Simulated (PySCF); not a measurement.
# SiTe under other conditions

One physical setting of the base script is moved in each run, with the edits that it forces.

Method: method and basis as typed in the scripts; program: PySCF 2.14.0.

7 further runs of the same task are left out: 3 for a known fault of the program, 4 that didn't finish.

## 1. The starting structure

SiTe: 2 atoms, charge 0, spin multiplicity 1.

Bond lengths: Si1–Te2 2.435 Å.

## 2. The run that the others are compared with

input.py reads:

```python
from pyscf import gto, scf, mp

mol = gto.M(
    atom='Si 0 0 0; Te 0 0 2.435',
    basis='crenbl',
    ecp={'Si': 'crenbl', 'Te': 'crenbl'},
    charge=0,
    spin=0,
    verbose=3,
)
mf = scf.RHF(mol)
mf.kernel()
mp.MP2(mf).kernel()
mf.dip_moment()
print('orbital energies (hartree):', mf.mo_energy[..., max(0, mol.nelec[1]-3):mol.nelec[0]+3].round(4))
```

Started as:

```console
$ OMP_NUM_THREADS=1 python input.py
```

The log of this run is left out.

Base result: E(SCF) = -98.058210 Eh, E(MP2) − E(SCF) = -0.29110 Eh, μ = 2.39 D (of the SCF density).

The bond length is a typed value, not an optimised one.

## 3. Lengths in bohr

Run 1 changes length unit: angstrom → bohr; bond length: 2.435 Å → 2.435 bohr.

input.py reads:

```python
from pyscf import gto, scf, mp

mol = gto.M(
    atom='Si 0 0 0; Te 0 0 2.435',
    basis='crenbl',
    ecp={'Si': 'crenbl', 'Te': 'crenbl'},
    charge=0,
    spin=0,
    unit='bohr',
    verbose=3,
)
mf = scf.RHF(mol)
mf.kernel()
mp.MP2(mf).kernel()
mf.dip_moment()
print('orbital energies (hartree):', mf.mo_energy[..., max(0, mol.nelec[1]-3):mol.nelec[0]+3].round(4))
```

Started as:

```console
$ OMP_NUM_THREADS=1 python input.py
```

## 4. Bond 2.727 Å

Run 2 changes bond length: 2.435 Å → 2.727 Å.

input.py, as its differences from that of step 2:

```diff
@@ -3,3 +3,3 @@
 mol = gto.M(
-    atom='Si 0 0 0; Te 0 0 2.435',
+    atom='Si 0 0 0; Te 0 0 2.727',
     basis='crenbl',
```

## 5. Quintet (UHF)

Run 3 changes spin (2S): 0 → 4; SCF type: RHF → UHF.

input.py reads:

```python
from pyscf import gto, scf, mp

mol = gto.M(
    atom='Si 0 0 0; Te 0 0 2.435',
    basis='crenbl',
    ecp={'Si': 'crenbl', 'Te': 'crenbl'},
    charge=0,
    spin=4,
    verbose=3,
)
mf = scf.UHF(mol)
mf.kernel()
mp.MP2(mf).kernel()
mf.dip_moment()
print('orbital energies (hartree):', [e[max(0, n-3):n+3].round(4) for e, n in zip(mf.mo_energy, mol.nelec)])
```

## 6. Electric field 0.05 a.u.

Run 4 changes electric field: none → 0.05 a.u.

input.py, as its differences from that of step 2:

```diff
@@ -11,2 +11,7 @@
 mf = scf.RHF(mol)
+field = 0.05  # electric field along z, atomic units
+h = mf.get_hcore() + field*mol.intor('int1e_r')[2]
+mf.get_hcore = lambda *args: h
+e_nuc = mol.energy_nuc() - field*mol.atom_charges() @ mol.atom_coords()[:, 2]
+mf.energy_nuc = lambda *args: e_nuc
 mf.kernel()
```

Q: Predict the outcome of this session. Wanted: for each run, E(SCF); from base; SCF dipole; after the SCF.

**Answer**, as computed:

| run | E(SCF) (hartree) | from base (eV) | SCF dipole (D) | after the SCF |
| --- | --- | --- | --- | --- |
| base | -98.058210 | 0 | 2.39 | MP2 correlation -7.921 eV |
| lengths in bohr (poor choice) | -96.405683 | not comparable | 1.51 | MP2 correlation -7.154 eV |
| bond 2.727 Å | -98.022572 | +0.9698 | 3.67 | MP2 correlation -8.174 eV |
| quintet (UHF) | -97.982770 | +2.0528 | 0.05 | MP2 correlation -6.175 eV |
| electric field 0.05 a.u. | -98.154540 | -2.6213 | 12.41 | MP2 correlation -8.854 eV |

**Reading.** Of the runs whose energies can be compared, “electric field 0.05 a.u.” moves the SCF energy most (-2.621 eV). The quintet solution found lies 2.05 eV above the base singlet at this geometry and level. Rows marked «poor choice» come from settings spoiled on purpose.
